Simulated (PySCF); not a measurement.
# SrBr at other levels of theory

Starting from one script, swap the method and compare what comes out for SrBr.

The runs use PySCF 2.14.0; each script names its method and basis.

6 further runs of the same task are left out: 1 for a known fault of the program, 5 that didn't finish.

## (1) The starting structure

SrBr: 2 atoms, charge 0, spin multiplicity 2.

Bond lengths: Sr1–Br2 2.627 Å.

## (2) Base script

The input, input.py:

```python
from pyscf import gto, scf, mp

mol = gto.M(
    atom='Sr 0 0 0; Br 0 0 2.627',
    basis='def2-svp',
    ecp={'Sr': 'def2-svp'},
    charge=0,
    spin=1,
    symmetry=True,
    verbose=4,
)
mf = scf.UHF(mol)
mf.kernel()
mp.MP2(mf, frozen=9).kernel()
mf.dip_moment()
print('orbital energies (hartree):', [e[max(0, n-3):n+3].round(4) for e, n in zip(mf.mo_energy, mol.nelec)])
```

The run is started by

```bash
OMP_NUM_THREADS=1 python input.py
```

## (3) Gradient

Run 1 changes step after the SCF: mp2 → gradient.

Changes to input.py since step 2:

```diff
@@ -1,2 +1,2 @@
-from pyscf import gto, scf, mp
+from pyscf import gto, scf
 
@@ -13,3 +13,3 @@
 mf.kernel()
-mp.MP2(mf, frozen=9).kernel()
+mf.nuc_grad_method().kernel()
 mf.dip_moment()
```

## (4) TDHF

Run 2 changes step after the SCF: mp2 → tddft; number of roots: none → 8.

Changes to input.py since step 2:

```diff
@@ -1,2 +1,2 @@
-from pyscf import gto, scf, mp
+from pyscf import gto, scf, tdscf
 
@@ -13,3 +13,6 @@
 mf.kernel()
-mp.MP2(mf, frozen=9).kernel()
+td = tdscf.TDHF(mf)
+td.nstates = 8
+td.kernel()
+td.analyze(verbose=3)
 mf.dip_moment()
```

## (5) RHF

Run 3 changes SCF type: UHF → RHF.

The input, input.py:

```python
from pyscf import gto, scf, mp

mol = gto.M(
    atom='Sr 0 0 0; Br 0 0 2.627',
    basis='def2-svp',
    ecp={'Sr': 'def2-svp'},
    charge=0,
    spin=1,
    symmetry=True,
    verbose=4,
)
mf = scf.RHF(mol)
mf.kernel()
mp.MP2(mf, frozen=9).kernel()
mf.dip_moment()
print('orbital energies (hartree):', mf.mo_energy[..., max(0, mol.nelec[1]-3):mol.nelec[0]+3].round(4))
```

Before running it: what results should come out? Wanted: for each run, E(SCF); from base; gap, α spin; SCF dipole; after the SCF.

**Answer**, as computed:

| run | E(SCF) (hartree) | from base (eV) | cycles | gap, α spin (eV) | SCF dipole (D) | after the SCF |
| --- | --- | --- | --- | --- | --- | --- |
| base | -2602.536850 | 0 | 12 | 5.71 | 3.95 | MP2 correlation -8.159 eV, core frozen |
| gradient | -2602.536850 | 0.0000 | 12 | 5.71 | 3.95 | n/a |
| TDHF | -2602.536850 | 0.0000 | 12 | 5.71 | 3.95 | lowest root found 1.65 eV |
| RHF | -2602.536676 | +0.0047 | 11 | n/a | 3.93 | MP2 correlation -8.159 eV, core frozen |

**Reading.** The dearest run is “TDHF”, at 9.4 s against 1.2 s.
